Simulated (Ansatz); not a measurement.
**GaH₅N₂S: one species, many methods**

One table from this session's results is given with a row withheld; the runs are named, their logs left out.

Computed with Ansatz 0.2.0, Gaussian basis. Level: functionals in def2-TZVPP, the program's frozen cores in correlated methods.

The runs, in order: LDA (SPW92), PBE-D4, revPBE-D4, BLYP-D4, r2SCAN-D4, B97M-V, PBE0-D4, B3LYP-D4, r2SCANh-D4, r2SCAN0-D4, HSE06-D4, BHLYP-D4, CAM-B3LYP-D4, LC-ωPBE, ωB97X-V, ωB97M-V, B2PLYP, PBE-QIDH; CCSD(T)/def2-SVP; CCSD(T)/def2-TZVPP; MP2/def2-QZVPP; extrapolation to the limit; RPA on PBE.

## The geometry

An earlier PBE0-D4 in a triple-zeta def2 set relaxation fixed the geometry.

9 atoms, charge 0, spin multiplicity 1.

Atoms are counted from 1 here; the program's logs count them from 0.

Bond lengths: N1–Ga2 1.818 Å, N1–H5 1.006 Å, N1–H6 1.007 Å, Ga2–N3 1.815 Å, Ga2–S4 2.204 Å, N3–H7 1.006 Å, N3–H8 1.006 Å, S4–H9 1.343 Å. Angles: Ga2–N1–H5 121.0°, Ga2–N1–H6 121.1°, H5–N1–H6 111.0°, N1–Ga2–N3 121.2°, N1–Ga2–S4 120.6°, N3–Ga2–S4 117.9°, Ga2–N3–H7 121.2°, Ga2–N3–H8 122.0°, H7–N3–H8 111.4°, Ga2–S4–H9 93.8°.

Set-up of the first run:

File in.yaml:

```yaml
crystal:
  periodic: [false, false, false]
  atoms:
    - {symbol: N, position_ang: [0.347236, 0.587677, -1.456444]}
    - {symbol: Ga, position_ang: [-0.149335, -0.015659, 0.185087]}
    - {symbol: N, position_ang: [0.588321, -1.512786, 0.898198]}
    - {symbol: S, position_ang: [-1.810345, 0.937580, 1.276752]}
    - {symbol: H, position_ang: [0.098709, 1.512019, -1.765503]}
    - {symbol: H, position_ang: [1.204483, 0.281318, -1.885800]}
    - {symbol: H, position_ang: [0.396107, -1.788331, 1.846075]}
    - {symbol: H, position_ang: [1.472514, -1.874080, 0.583304]}
    - {symbol: H, position_ang: [-2.059090, 1.825861, 0.301132]}
basis:
  gaussian: {orbitals: def2-TZVPP}
hamiltonian: {xc: lda}
output: {orbitals: {seedname: orbitals}}
```

Steps of the session up to this table: LDA; PBE-D4 (GGA); revPBE-D4 (GGA); BLYP-D4 (GGA); r2SCAN-D4 (meta-GGA); B97M-V (meta-GGA); PBE0-D4 (hybrid); B3LYP-D4 (hybrid); r2SCANh-D4 (hybrid); r2SCAN0-D4 (hybrid); HSE06-D4 (hybrid); BHLYP-D4 (hybrid); CAM-B3LYP-D4 (range-separated); LC-ωPBE-D4 (range-separated; the results give it without D4); ωB97X-V (range-separated); ωB97M-V (range-separated); B2PLYP (double hybrid); PBE-QIDH (double hybrid).

One table of the session follows, with a row left open; its other results are not shown here.

It belongs to the step «Frontier levels by functional». 

| functional | HOMO (eV) | gap (eV) |
| --- | --- | --- |
| LDA (SPW92) | -5.83 | 4.66 |
| PBE-D4 | -5.64 | 4.68 |
| revPBE-D4 | -5.57 | 4.72 |
| BLYP-D4 | -5.51 | 4.55 |
| r2SCAN-D4 | -5.95 | 5.41 |
| B97M-V | ? | ? |
| PBE0-D4 | -7.07 | 6.97 |
| B3LYP-D4 | -6.81 | 6.37 |
| r2SCANh-D4 | -6.48 | 6.24 |
| r2SCAN0-D4 | -7.29 | 7.46 |
| HSE06-D4 | -6.66 | 6.19 |
| BHLYP-D4 | -8.28 | 8.88 |
| CAM-B3LYP-D4 | -8.48 | 9.22 |
| LC-ωPBE | -9.91 | 11.98 |
| ωB97X-V | -9.53 | 11.36 |
| ωB97M-V | -9.38 | 10.87 |

Q: Estimate the row for B97M-V from the others.

**Answer.** HOMO (eV): -5.98; gap (eV): 5.18. In the column «HOMO (eV)» it lies between r2SCANh-D4 (-6.48) and r2SCAN-D4 (-5.95).
